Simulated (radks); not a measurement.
# Mg⁺ in [He] 2s2 2p4 3s1 3p2: an all-electron calculation

Wanted: eigenvalues, radial structure and energy terms of the magnesium ion Mg+.

Program: radks (a radial shooting solver on a logarithmic mesh, Libxc functionals) version 1. Level of theory: Dirac Kohn-Sham, PBE, spin-unpolarised, spherical densities, finite nucleus; open shells are shared between the two j in proportion to 2j + 1. These are calculated values, not measurements, unless marked.

## 1. What is computed

```
element            : magnesium (Z = 12)
charge             : +1
electrons          : 11
configuration      : [He] 2s2 2p4 3s1 3p2
nuclear rms radius : 3.057 fm
```

Outer shells as boxes (Hund's rule):

Mg⁺
```
[He] core
2s [↑↓]
2p [↑↓][↑ ][↑ ]
3s [↑ ]
3p [↑ ][↑ ][  ]
```

## 2. Self-consistent calculation

Settings of this run:

```text
Z 12
configuration [He] 2s2 2p4 3s1 3p2 4s0 3d0
relativity Dirac
functional pbe,pbe
spin unpolarised
j_filling average
nucleus finite rms 3.057 fm
c 137.035999084
```

**Question.** What will this run give?

As calculated:

```
                        quantity                   value
                    total energy      -195.34666 hartree
exchange-correlation share of it                  7.57 %
                            −T/E                  1.0018
          highest occupied level       3p3/2, -11.865 eV
    most extended occupied level  3p3/2, <r> = 2.55 bohr
 radius at density 0.001 e/bohr³               4.19 bohr
    maxima of the radial density                       3
```

What this shows: The radial density shows 3 maxima for 3 occupied principal shells. This is not the tabulated ground configuration, so its levels and sizes aren't those of the ground state, and no measured value stands beside it.
